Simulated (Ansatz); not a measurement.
# ClGeH3O: a dynamics run in two tries

The task is a short trajectory. SMILES of the start: [OH][GeH2][Cl].

All numbers below are computed with Ansatz 0.2.0 (RKS BHLYP-D4/def2-SVP).

**1. The starting structure**

Bond lengths: Ge1–Cl2 2.162 Å, Ge1–H3 1.518 Å, Ge1–O4 1.755 Å, O4–H5 0.955 Å, Ge1–H6 0.180 Å. Angles: Cl2–Ge1–H3 108.9°, Cl2–Ge1–O4 108.8°, Cl2–Ge1–H6 91.4°, H3–Ge1–O4 105.8°, H3–Ge1–H6 31.7°, O4–Ge1–H6 87.7°, Ge1–O4–H5 115.6°.

As a file:

```xyz
6

Ge    0.0066   -0.0679   -0.0680
Cl   -0.1322    0.0473    2.0866
H     1.4611    0.0798   -0.4763
O    -0.8280    1.3105   -0.7640
H    -1.7462    1.4047   -0.5188
H     0.1566    0.0321   -0.0680
```

**2. The run**

input.yaml

```yaml
crystal:
  periodic: [false, false, false]
  atoms:
    - { symbol: Ge, position_ang: [0.006594, -0.067895, -0.067976] }
    - { symbol: Cl, position_ang: [-0.132209, 0.047298, 2.0866] }
    - { symbol: H, position_ang: [1.461111, 0.079755, -0.476293] }
    - { symbol: O, position_ang: [-0.827986, 1.310494, -0.76403] }
    - { symbol: H, position_ang: [-1.746153, 1.404702, -0.51876] }
    - { symbol: H, position_ang: [0.156594, 0.032105, -0.067976] }
basis:
  gaussian: { orbitals: def2-SVP }
hamiltonian:
  xc: { name: BHLYP }
  dispersion: d4
md:
  timestep: 0.25
  n_steps: 25
  ensemble: nve
  temperature: 2000.0
  initial_velocities: maxwell_boltzmann
  seed: 435323
```

The run is started by

```bash
$ ansatz run input.yaml --threads 1 --pin off --max-ram 2048MiB --backend cpu --events-out ev --progress --plain --runs-dir out
```

What does the calculation give? Wanted: first try.

The runs gave:

```
 quantity                                                             value
first try                                                           timeout
    cause  the last atom was put 0.18 Å from the first, almost on top of it
```

**Reading.** The program did not catch the first fault at the input check, so it cost a run.
